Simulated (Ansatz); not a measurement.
**CH₇Al₂N: a spread of methods and bases**

Aim: run CH₇Al₂N under a spread of inputs, and see what each costs and gives.

Method: the settings change from run to run; program: Ansatz 0.2.0, Gaussian basis.

### Step 1. The relaxed structure

An earlier PBE0-D4 in a triple-zeta def2 set relaxation fixed the geometry.

11 atoms, charge 0, spin multiplicity 1.

Atoms are counted from 1 here; the program's logs count them from 0.

Bond lengths: C1–N2 1.467 Å, C1–H5 1.095 Å, C1–H6 1.095 Å, C1–H7 1.095 Å, N2–Al3 1.790 Å, N2–Al4 1.790 Å, Al3–H8 1.582 Å, Al3–H9 1.587 Å, Al4–H10 1.587 Å, Al4–H11 1.582 Å. Angles: N2–C1–H5 111.6°, N2–C1–H6 111.9°, N2–C1–H7 111.9°, H5–C1–H6 107.0°, H5–C1–H7 107.0°, H6–C1–H7 107.2°, C1–N2–Al3 119.3°, C1–N2–Al4 119.4°, Al3–N2–Al4 121.2°, N2–Al3–H8 118.3°, N2–Al3–H9 117.8°, H8–Al3–H9 123.9°, N2–Al4–H10 117.8°, N2–Al4–H11 118.3°, H10–Al4–H11 123.9°.

### Step 2. wB97M-V/def2-TZVPP

Set apart from the defaults: atoms shaken by 0.08 Å, density fitting with def2-universal-jkfit.

Input file in.yaml:

```yaml
crystal:
  periodic: [false, false, false]
  atoms:
    - {symbol: C, position_ang: [-0.034317, 1.397342, 0.097494]}
    - {symbol: N, position_ang: [-0.020034, 0.058389, -0.131628]}
    - {symbol: Al, position_ang: [-0.378952, -1.115955, 1.446641]}
    - {symbol: Al, position_ang: [0.472420, -0.885768, -1.490440]}
    - {symbol: H, position_ang: [1.041562, 1.790149, 0.245843]}
    - {symbol: H, position_ang: [-0.197319, 1.844061, -0.985394]}
    - {symbol: H, position_ang: [-0.675537, 1.769571, 0.941853]}
    - {symbol: H, position_ang: [-0.281028, -2.618291, 1.389308]}
    - {symbol: H, position_ang: [-0.861310, -0.236824, 2.581069]}
    - {symbol: H, position_ang: [0.764768, 0.122797, -2.884427]}
    - {symbol: H, position_ang: [0.496391, -2.489895, -1.504340]}
basis:
  gaussian: {orbitals: def2-TZVPP, fitting: {mean_field: def2-universal-jkfit}}
hamiltonian: {xc: {name: wB97M-V}}
output: {forces: true}
```

Run with:

```sh
ansatz run in.yaml --threads 2 --pin off --events-out ev --progress --plain --max-ram 4352MiB
```

What it wrote (excerpt; [...] marks lines left out):

```text
Functional definition: wB97M-V
  name "wB97M-V"
  cite "Mardirossian & Head-Gordon, J. Chem. Phys. 144, 214110 (2016) doi:10.1063/1.4952647"
  cite "Becke, J. Chem. Phys. 107, 8554 (1997) doi:10.1063/1.475007"
  cite "Vydrov & Van Voorhis, J. Chem. Phys. 133, 244103 (2010) doi:10.1063/1.3521275"
  # Of w^i u^j: cxij and so on, Table III.
[...]
  gx(w, u) = 1 - cx + cx01*u + cx10*w
  gss(w, u) = css00 + css04*u^4 + css10*w + css20*w^2 + css43*w^4*u^3
  gos(w, u) = cos00 + cos10*w + (cos20 + cos21*u)*w^2 + (cos60 + cos61*u)*w^6
[...]
      + integral(e_c_pw_mod_opposite_spin*gos(b97_w_opposite, b97_u_opposite)) + vv10(b, c)
534 factors; integrals over basis functions are off by at most 1.2e0 eV
534 factors; integrals over basis functions are off by at most 5.3e-6 eV
[...]
mean field -15833.43308987 eV, -581.8679337663 hartree, gradient 4.0e-5 eV, S^2 0.000000; 0 other end points of the search recorded, 0 dependent functions left out
[...]
reference -15833.43315228 eV, -581.8679360597 hartree; 23, 23 occupied and 221, 221 virtual orbitals, 534 factors
Total energy: -15833.43315228 eV, -581.8679360597 hartree
Atom 0 at    -0.034317     1.397342     0.097494 Å, force     1.810600     4.528395    -1.981871 eV/Å
Atom 1 at    -0.020034     0.058389    -0.131628 Å, force    -0.644297    -5.846756     3.220756 eV/Å
Atom 2 at    -0.378952    -1.115955     1.446641 Å, force     0.354781     2.165161    -2.371601 eV/Å
Atom 3 at     0.472420    -0.885768    -1.490440 Å, force     0.379266     0.465607    -2.549751 eV/Å
Atom 4 at     1.041562     1.790149     0.245843 Å, force    -1.435761    -0.293146     0.436292 eV/Å
Atom 5 at    -0.197319     1.844061    -0.985394 Å, force    -0.563653     0.229575     2.326928 eV/Å
Atom 6 at    -0.675537     1.769571     0.941853 Å, force     0.363887    -0.137231    -1.100522 eV/Å
Atom 7 at    -0.281028    -2.618291     1.389308 Å, force     0.119740    -0.897567    -0.081345 eV/Å
Atom 8 at    -0.861310    -0.236824     2.581069 Å, force    -0.245060     0.360687     0.805489 eV/Å
Atom 9 at     0.764768     0.122797    -2.884427 Å, force    -0.157854    -1.063010     1.145471 eV/Å
Atom 10 at     0.496391    -2.489895    -1.504340 Å, force     0.018350     0.488285     0.150154 eV/Å
Dipole moment:     0.017627    -0.124063     0.366225 e Å
```

Wall time 15 s (2 threads of Arm Neoverse V1, shared host); peak memory 0.63 GiB.

Largest force 6.706 eV/Å, dipole 1.86 D.

### Step 3. rPW86-PBE/x2c-TZVPPall

Set apart from the defaults: unrestricted orbitals, coordinates scaled by 0.96, high accuracy, the search for lower states set to off.

Input file in.yaml:

```yaml
crystal:
  periodic: [false, false, false]
  atoms:
    - {symbol: C, position_ang: [-0.000709, 1.367991, 0.086019]}
    - {symbol: N, position_ang: [0.042472, -0.037234, 0.009666]}
    - {symbol: Al, position_ang: [-0.387781, -0.968205, 1.388174]}
    - {symbol: Al, position_ang: [0.428448, -0.789624, -1.486348]}
    - {symbol: H, position_ang: [0.936505, 1.771497, 0.340005]}
    - {symbol: H, position_ang: [-0.284056, 1.802124, -0.828289]}
    - {symbol: H, position_ang: [-0.684209, 1.699639, 0.812450]}
    - {symbol: H, position_ang: [-0.290191, -2.480794, 1.295807]}
    - {symbol: H, position_ang: [-0.861065, -0.221965, 2.628678]}
    - {symbol: H, position_ang: [0.649542, 0.106972, -2.697498]}
    - {symbol: H, position_ang: [0.513923, -2.305120, -1.528889]}
basis:
  gaussian: {orbitals: x2c-TZVPPall}
magnetization: {spin_polarized: true, initial_magnetization: 0}
hamiltonian: {xc: {name: rPW86-PBE}}
accuracy: high
scf: {lower_state_search: off}
```

Launched as before.

What it wrote (excerpt; [...] marks lines left out):

```text
Functional definition: rPW86-PBE
  name "rPW86-PBE"
  cite "Murray, Lee & Langreth, J. Chem. Theory Comput. 5, 2754 (2009) doi:10.1021/ct900365q"
  cite "Perdew, Burke & Ernzerhof, Phys. Rev. Lett. 77, 3865 (1996) doi:10.1103/PhysRevLett.77.3865"
  parent pbe
[...]
4310 factors; integrals over basis functions are off by at most 1.5e-8 eV
[...]
mean field -15882.78795471 eV, -583.6816915951 hartree, gradient 6.6e-8 eV, S^2 0.000000; 0 other end points of the search recorded, 0 dependent functions left out
reference -15882.78797009 eV, -583.6816921604 hartree; 23, 23 occupied and 221, 221 virtual orbitals, 4310 factors
Total energy: -15882.78797009 eV, -583.6816921604 hartree
Relativity: scalar
Checks for a lower state left out: stability, starts, cluster_reference, orbital_swaps, neighbouring_geometries, increment
```

Wall time 37 s (2 threads of Arm Neoverse V1, shared host); peak memory 1.3 GiB.

⟨S²⟩ 0.000.

### Step 4. PBE-QIDH/ANO-RCC-VTZP

Options: charge +1, multiplicity 2.

Input file in.yaml:

```yaml
crystal:
  periodic: [false, false, false]
  atoms:
    - {symbol: C, position_ang: [-0.000739, 1.424990, 0.089603]}
    - {symbol: N, position_ang: [0.044242, -0.038785, 0.010069]}
    - {symbol: Al, position_ang: [-0.403938, -1.008547, 1.446015]}
    - {symbol: Al, position_ang: [0.446300, -0.822525, -1.548279]}
    - {symbol: H, position_ang: [0.975527, 1.845309, 0.354172]}
    - {symbol: H, position_ang: [-0.295892, 1.877212, -0.862801]}
    - {symbol: H, position_ang: [-0.712717, 1.770457, 0.846302]}
    - {symbol: H, position_ang: [-0.302283, -2.584161, 1.349799]}
    - {symbol: H, position_ang: [-0.896943, -0.231213, 2.738206]}
    - {symbol: H, position_ang: [0.676606, 0.111429, -2.809894]}
    - {symbol: H, position_ang: [0.535337, -2.401167, -1.592593]}
basis:
  gaussian: {orbitals: ANO-RCC-VTZP}
total_charge: 1
magnetization: {spin_polarized: true, initial_magnetization: 1}
hamiltonian: {xc: {name: PBE-QIDH}}
output: {forces: true}
```

The command is unchanged.

What it wrote (excerpt; [...] marks lines left out):

```text
Functional definition: PBE-QIDH
  name "PBE-QIDH"
  cite "Brémond, Sancho-García, Pérez-Jiménez & Adamo, J. Chem. Phys. 141, 031101 (2014) doi:10.1063/1.4890314"
  cite "Perdew, Burke & Ernzerhof, Phys. Rev. Lett. 77, 3865 (1996) doi:10.1103/PhysRevLett.77.3865"
[...]
1361 factors; integrals over basis functions are off by at most 1.0e-3 eV
[...]
mean field -15833.38059336 eV, -581.8660045552 hartree, gradient 3.4e-6 eV, S^2 0.757432; 4 other end points of the search recorded, 0 dependent functions left out
12 core orbitals not correlated: weight in the atoms' cores, before any rotation towards them, 1.000 or more for the frozen orbitals, at most 0.000 for the correlated occupied ones
reference -15833.38060883 eV, -581.8660051237 hartree; 11, 10 occupied and 203, 204 virtual orbitals, 1361 factors
second order -15.25094576 eV of doubles, -0.00000000 eV of singles
[...]
Atom 1 at     0.044242    -0.038785     0.010069 Å, force     0.133959     3.506619     0.226151 eV/Å
Atom 2 at    -0.403938    -1.008547     1.446015 Å, force    -0.940454    -1.816530     3.195236 eV/Å
Atom 3 at     0.446300    -0.822525    -1.548279 Å, force     0.929807    -1.401507    -3.392480 eV/Å
Atom 4 at     0.975527     1.845309     0.354172 Å, force     0.203684    -0.267384     0.005665 eV/Å
Atom 5 at    -0.295892     1.877212    -0.862801 Å, force     0.345593    -0.267793    -0.009482 eV/Å
Atom 6 at    -0.712717     1.770457     0.846302 Å, force     0.309707    -0.269065     0.095609 eV/Å
Atom 7 at    -0.302283    -2.584161     1.349799 Å, force     0.086933     0.425021    -0.313534 eV/Å
Atom 8 at    -0.896943    -0.231213     2.738206 Å, force     0.166526     0.086701    -0.504931 eV/Å
Atom 9 at     0.676606     0.111429    -2.809894 Å, force    -0.125817     0.025281     0.524026 eV/Å
Atom 10 at     0.535337    -2.401167    -1.592593 Å, force    -0.103771     0.382797     0.358739 eV/Å
Dipole moment:     0.038117     0.418293     0.034483 e Å
```

Run time: 1.7 min. Hardware: 2 threads of Arm Neoverse V1, shared host; peak memory 1.3 GiB.

Largest force 3.794 eV/Å, ⟨S²⟩ 0.757.

### Step 5. wPBEh/x2c-TZVPPall

This run has relativity set to scalar.

in.yaml, as its differences from that of step 4:

```diff
@@ -15,6 +15,3 @@
 basis:
-  gaussian: {orbitals: ANO-RCC-VTZP}
-total_charge: 1
-magnetization: {spin_polarized: true, initial_magnetization: 1}
-hamiltonian: {xc: {name: PBE-QIDH}}
-output: {forces: true}
+  gaussian: {orbitals: x2c-TZVPPall}
+hamiltonian: {xc: {name: wPBEh}, pseudopotentials: {relativity: scalar}}
```

The command is unchanged.

What it wrote (excerpt; [...] marks lines left out):

```text
Functional definition: wPBEh
  name "wPBEh"
  cite "Heyd, Scuseria & Ernzerhof, J. Chem. Phys. 118, 8207 (2003) doi:10.1063/1.1564060"
  cite "Krukau, Vydrov, Izmaylov & Scuseria, J. Chem. Phys. 125, 224106 (2006) doi:10.1063/1.2404663"
  cite "Heyd & Scuseria, J. Chem. Phys. 120, 7274 (2004) doi:10.1063/1.1668634"
  cite "Ernzerhof & Perdew, J. Chem. Phys. 109, 3313 (1998) doi:10.1063/1.476928"
  cite "Perdew, Burke & Ernzerhof, Phys. Rev. Lett. 77, 3865 (1996) doi:10.1103/PhysRevLett.77.3865"
  parent pbe
[...]
1320 factors; their error is unknown
130 factors; integrals over basis functions are off by at most 1.0e-6 eV
[...]
mean field -15853.74273187 eV, -582.6142993434 hartree, gradient 4.9e-5 eV, S^2 0.000000; 0 other end points of the search recorded, 0 dependent functions left out
reference -15853.74278803 eV, -582.6143014072 hartree; 23, 23 occupied and 221, 221 virtual orbitals, 1320 factors
Total energy: -15853.74278803 eV, -582.6143014072 hartree
Relativity: scalar
```

It took 4.8 s on 2 threads of Arm Neoverse V1, shared host; peak memory 0.48 GiB.

### Step 6. r2SCAN/cc-pVDZ

Options: charge +1, multiplicity 2, finite nuclei.

in.yaml, as its differences from that of step 5:

```diff
@@ -15,3 +15,6 @@
 basis:
-  gaussian: {orbitals: x2c-TZVPPall}
-hamiltonian: {xc: {name: wPBEh}, pseudopotentials: {relativity: scalar}}
+  gaussian: {orbitals: cc-pVDZ, nuclear_model: gaussian}
+total_charge: 1
+magnetization: {spin_polarized: true, initial_magnetization: 1}
+hamiltonian: {xc: {name: r2SCAN}}
+output: {forces: true}
```

Launched as before.

What it wrote (excerpt; [...] marks lines left out):

```text
Functional definition: r2SCAN
  name "r2SCAN"
  cite "Furness, Kaplan, Ning, Perdew & Sun, J. Phys. Chem. Lett. 11, 8208 (2020) doi:10.1021/acs.jpclett.0c02405"
  cite "Furness, Kaplan, Ning, Perdew & Sun, J. Phys. Chem. Lett. 11, 9248 (2020) doi:10.1021/acs.jpclett.0c03077"
  parent r2scan
[...]
1290 factors; their error is unknown
[...]
mean field -15823.06329522 eV, -581.4868508418 hartree, gradient 7.2e-6 eV, S^2 0.757286; 9 other end points of the search recorded, 0 dependent functions left out
[...]
reference -15823.06331450 eV, -581.4868515504 hartree; 23, 22 occupied and 76, 77 virtual orbitals, 1290 factors
Total energy: -15823.06331450 eV, -581.4868515504 hartree
Atom 0 at    -0.000739     1.424990     0.089603 Å, force    -1.077277    -0.816818    -0.313093 eV/Å
Atom 1 at     0.044242    -0.038785     0.010069 Å, force     0.157331     3.549778     0.163854 eV/Å
Atom 2 at    -0.403938    -1.008547     1.446015 Å, force    -0.980721    -1.866587     3.047971 eV/Å
Atom 3 at     0.446300    -0.822525    -1.548279 Å, force     0.960951    -1.464537    -3.217447 eV/Å
Atom 4 at     0.975527     1.845309     0.354172 Å, force     0.669919     0.082558     0.175471 eV/Å
Atom 5 at    -0.295892     1.877212    -0.862801 Å, force     0.258122     0.020566    -0.431921 eV/Å
Atom 6 at    -0.712717     1.770457     0.846302 Å, force    -0.003794    -0.030409     0.537264 eV/Å
Atom 7 at    -0.302283    -2.584161     1.349799 Å, force    -0.017987     0.115528    -0.303054 eV/Å
Atom 8 at    -0.896943    -0.231213     2.738206 Å, force     0.162758     0.192769    -0.191411 eV/Å
Atom 9 at     0.676606     0.111429    -2.809894 Å, force    -0.162831     0.135610     0.221439 eV/Å
Atom 10 at     0.535337    -2.401167    -1.592593 Å, force     0.033528     0.081542     0.310927 eV/Å
Dipole moment:     0.039906     0.391712     0.026476 e Å
```

Wall time 24 s (2 threads of Arm Neoverse V1, shared host).

Largest force 3.706 eV/Å, ⟨S²⟩ 0.757.

### Step 7. BHLYP/cc-pVTZ

This run has D3(BJ) with three-body dispersion, the search for lower states set to full.

in.yaml, as its differences from that of step 6:

```diff
@@ -15,6 +15,5 @@
 basis:
-  gaussian: {orbitals: cc-pVDZ, nuclear_model: gaussian}
-total_charge: 1
-magnetization: {spin_polarized: true, initial_magnetization: 1}
-hamiltonian: {xc: {name: r2SCAN}}
+  gaussian: {orbitals: cc-pVTZ}
+hamiltonian: {xc: {name: BHLYP}, dispersion: d3bjatm}
+scf: {lower_state_search: full}
 output: {forces: true}
```

Launched as before.

What it wrote (excerpt; [...] marks lines left out):

```text
Functional definition: BHLYP
  name "BHLYP"
  cite "Becke, J. Chem. Phys. 98, 1372 (1993) doi:10.1063/1.464304"
  cite "Becke, Phys. Rev. A 38, 3098 (1988) doi:10.1103/PhysRevA.38.3098"
  cite "Lee, Yang & Parr, Phys. Rev. B 37, 785 (1988) doi:10.1103/PhysRevB.37.785"
[...]
1430 factors; their error is unknown
[...]
mean field -15835.63425630 eV, -581.9488251405 hartree, gradient 2.5e-5 eV, S^2 0.000000; 0 other end points of the search recorded, 0 dependent functions left out
[...]
reference -15835.63447456 eV, -581.9488331615 hartree; 23, 23 occupied and 203, 203 virtual orbitals, 1430 factors
Total energy: -15835.96974456 eV, -581.9611541068 hartree
Atom 0 at    -0.000739     1.424990     0.089603 Å, force    -0.005474     0.265090     0.016221 eV/Å
Atom 1 at     0.044242    -0.038785     0.010069 Å, force    -0.024871    -0.100510    -0.011984 eV/Å
Atom 2 at    -0.403938    -1.008547     1.446015 Å, force    -0.005981     0.030766     0.032387 eV/Å
Atom 3 at     0.446300    -0.822525    -1.548279 Å, force     0.010763     0.034776    -0.026317 eV/Å
Atom 4 at     0.975527     1.845309     0.354172 Å, force    -0.289503    -0.123843    -0.078565 eV/Å
Atom 5 at    -0.295892     1.877212    -0.862801 Å, force     0.088047    -0.141356     0.292800 eV/Å
Atom 6 at    -0.712717     1.770457     0.846302 Å, force     0.217238    -0.108014    -0.236340 eV/Å
Atom 7 at    -0.302283    -2.584161     1.349799 Å, force    -0.017839     0.184983     0.027609 eV/Å
Atom 8 at    -0.896943    -0.231213     2.738206 Å, force     0.056313    -0.106761    -0.139160 eV/Å
Atom 9 at     0.676606     0.111429    -2.809894 Å, force    -0.021606    -0.122557     0.135262 eV/Å
Atom 10 at     0.535337    -2.401167    -1.592593 Å, force    -0.007086     0.187426    -0.011913 eV/Å
Dipole moment:     0.013302     0.185708     0.014226 e Å
```

It took 7 s on 2 threads of Arm Neoverse V1, shared host; peak memory 0.61 GiB.

Largest force 0.339 eV/Å, dipole 0.90 D.

### Step 8. r2SCAN0/cc-pVDZ

in.yaml, as its differences from that of step 7:

```diff
@@ -15,5 +15,3 @@
 basis:
-  gaussian: {orbitals: cc-pVTZ}
-hamiltonian: {xc: {name: BHLYP}, dispersion: d3bjatm}
-scf: {lower_state_search: full}
-output: {forces: true}
+  gaussian: {orbitals: cc-pVDZ}
+hamiltonian: {xc: {name: r2SCAN0}}
```

Launched as before.

What it wrote (excerpt; [...] marks lines left out):

```text
Functional definition: r2SCAN0
  name "r2SCAN0"
  cite "Bursch, Neugebauer, Ehlert & Grimme, J. Chem. Phys. 156, 134105 (2022) doi:10.1063/5.0086040"
  cite "Furness, Kaplan, Ning, Perdew & Sun, J. Phys. Chem. Lett. 11, 8208 (2020) doi:10.1021/acs.jpclett.0c02405"
  cite "Furness, Kaplan, Ning, Perdew & Sun, J. Phys. Chem. Lett. 11, 9248 (2020) doi:10.1021/acs.jpclett.0c03077"
  parent r2scan
[...]
928 factors; integrals over basis functions are off by at most 9.0e-4 eV
[...]
mean field -15831.81402249 eV, -581.8084341374 hartree, gradient 6.6e-6 eV, S^2 0.000000; 0 other end points of the search recorded, 0 dependent functions left out
reference -15831.81403503 eV, -581.8084345982 hartree; 23, 23 occupied and 76, 76 virtual orbitals, 928 factors
Total energy: -15831.81403503 eV, -581.8084345982 hartree
```

It took 3.8 s on 2 threads of Arm Neoverse V1, shared host.

### Step 9. PBE0-DH/def2-SVPD

Options: charge +1, multiplicity 2, atoms shaken by 0.15 Å, a grid of angular degree 11, relativity set to scalar.

Input file in.yaml:

```yaml
crystal:
  periodic: [false, false, false]
  atoms:
    - {symbol: C, position_ang: [0.013560, 1.389191, 0.375479]}
    - {symbol: N, position_ang: [-0.073313, -0.373690, 0.016944]}
    - {symbol: Al, position_ang: [-0.451881, -1.501213, 1.824653]}
    - {symbol: Al, position_ang: [0.442992, -0.746273, -1.585060]}
    - {symbol: H, position_ang: [0.823172, 1.861334, 0.378851]}
    - {symbol: H, position_ang: [-0.372451, 1.786413, -0.623865]}
    - {symbol: H, position_ang: [-0.489833, 1.934173, 0.685056]}
    - {symbol: H, position_ang: [-0.507578, -2.659553, 1.354598]}
    - {symbol: H, position_ang: [-1.112746, -0.060912, 2.734732]}
    - {symbol: H, position_ang: [0.873753, 0.016257, -3.002478]}
    - {symbol: H, position_ang: [0.708997, -2.421111, -1.702385]}
basis:
  gaussian: {orbitals: def2-SVPD, final_grid: {core_spheres: 5, valence_spheres: 4, degree: 11}}
total_charge: 1
magnetization: {spin_polarized: true, initial_magnetization: 1}
hamiltonian: {xc: {name: PBE0-DH}, pseudopotentials: {relativity: scalar}}
```

The command is unchanged.

What it wrote (excerpt; [...] marks lines left out):

```text
Functional definition: PBE0-DH
  name "PBE0-DH"
  cite "Brémond & Adamo, J. Chem. Phys. 135, 024106 (2011) doi:10.1063/1.3604569"
  cite "Perdew, Burke & Ernzerhof, Phys. Rev. Lett. 77, 3865 (1996) doi:10.1103/PhysRevLett.77.3865"
[...]
1373 factors; integrals over basis functions are off by at most 9.0e-4 eV
[...]
mean field -15822.19477278 eV, -581.4549332308 hartree, gradient 2.5e-6 eV, S^2 0.760283; 4 other end points of the search recorded, 0 dependent functions left out
12 core orbitals not correlated: weight in the atoms' cores, before any rotation towards them, 1.000 or more for the frozen orbitals, at most 0.000 for the correlated occupied ones
reference -15822.19480736 eV, -581.4549345018 hartree; 11, 10 occupied and 121, 122 virtual orbitals, 1373 factors
second order -14.63131923 eV of doubles, -0.00000000 eV of singles
Total energy: -15824.02372227 eV, -581.5221458848 hartree
Relativity: scalar
```

Wall time 16 s (2 threads of Arm Neoverse V1, shared host); peak memory 0.57 GiB.

⟨S²⟩ 0.760.

### Step 10. The runs in one table

| level | charge | multiplicity | geometry | functions | energy (eV) | time |
| --- | --- | --- | --- | --- | --- | --- |
| wB97M-V/def2-TZVPP | 0 | 1 | shaken | 244 | -15833.433 | 15 s |
| rPW86-PBE/x2c-TZVPPall | 0 | 1 | scaled | 244 | -15882.788 | 37 s |
| PBE-QIDH/ANO-RCC-VTZP | 1 | 2 | relaxed | 226 | -15838.464 | 1.7 min |
| wPBEh/x2c-TZVPPall | 0 | 1 | relaxed | 244 | -15853.743 | 4.8 s |
| r2SCAN/cc-pVDZ | 1 | 2 | relaxed | 99 | -15823.063 | 24 s |
| BHLYP/cc-pVTZ | 0 | 1 | relaxed | 226 | -15835.970 | 7 s |
| r2SCAN0/cc-pVDZ | 0 | 1 | relaxed | 99 | -15831.814 | 3.8 s |
| PBE0-DH/def2-SVPD | 1 | 2 | shaken | 144 | -15824.024 | 16 s |

### Step 11. Summary of results

| quantity | value |
| --- | --- |
| runs | 8 |
| quickest | r2SCAN0/cc-pVDZ, 3.8 s |
| slowest | PBE-QIDH/ANO-RCC-VTZP, 1.7 min |
| spread of total energies, same state and geometry | 21.9 eV |

In words: Run time spans a factor of 27, from r2SCAN0/cc-pVDZ to PBE-QIDH/ANO-RCC-VTZP. The jobs differ in tasks and options as well as level. Total energies at one charge and spin differ by 22 eV between levels, so only differences within one level mean anything. Some of these runs are scalar-relativistic and others not, which shifts the totals of all-electron atoms past neon by eV; core potentials, where a basis has them, take the core out of the total altogether. At the PBE0-D4/def2-TZVP geometry and in the same state, runs without warnings or point charges leave forces up to 0.34 eV/Å (BHLYP/cc-pVTZ), against 6.7 eV/Å where the atoms were moved.
